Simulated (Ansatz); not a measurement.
Here is an Ansatz 0.2.0 calculation.

The input input.yaml:

```yaml
crystal:
  lattice:
    - [3.7029743866, 0.0, 0.0]
    - [-1.8514871933, 3.2068698884, 0.0]
    - [0.0, 0.0, 3.694211]
  atoms:
    - { symbol: Te, position: [0.6666666667, 0.3333333333, 0.0] }
    - { symbol: Nb, position: [0.0, 0.0, 0.5] }
kpoints:
  mp_grid: { grid: [8, 8, 7] }
  band_path:
    path:
      - [0.0, 0.0, 0.0]
      - [0.5, 0.0, 0.0]
      - [0.3333333333, 0.3333333333, 0.0]
      - [0.0, 0.0, 0.0]
      - [0.0, 0.0, 0.5]
      - [0.5, 0.0, 0.5]
      - [0.3333333333, 0.3333333333, 0.5]
      - [0.0, 0.0, 0.5]
    npoints: 10
scf:
  occupations: { method: fermi_dirac, width: 0.05 }
hamiltonian:
  xc: lda
  pseudopotentials: { kind: all_electron, lapw: { basis_error: 0.001 } }
output:
  forces: true
  stress: true
  eigenvalues: true
```

Potentials or basis: all-electron LAPW, scalar-relativistic.

Command:

```console
$ ansatz run input.yaml --threads 1 --pin off --max-ram 3072MiB --backend cpu --events-out ev --progress --plain --runs-dir out
```

(1) Estimate the pressure.

(2) Predict the band gap along the path.

Results:

(1) -7.5 GPa.

(2) none (metal or under the smearing width).

Caveat: spin-orbit coupling is left out, which moves the levels of the heavy elements.
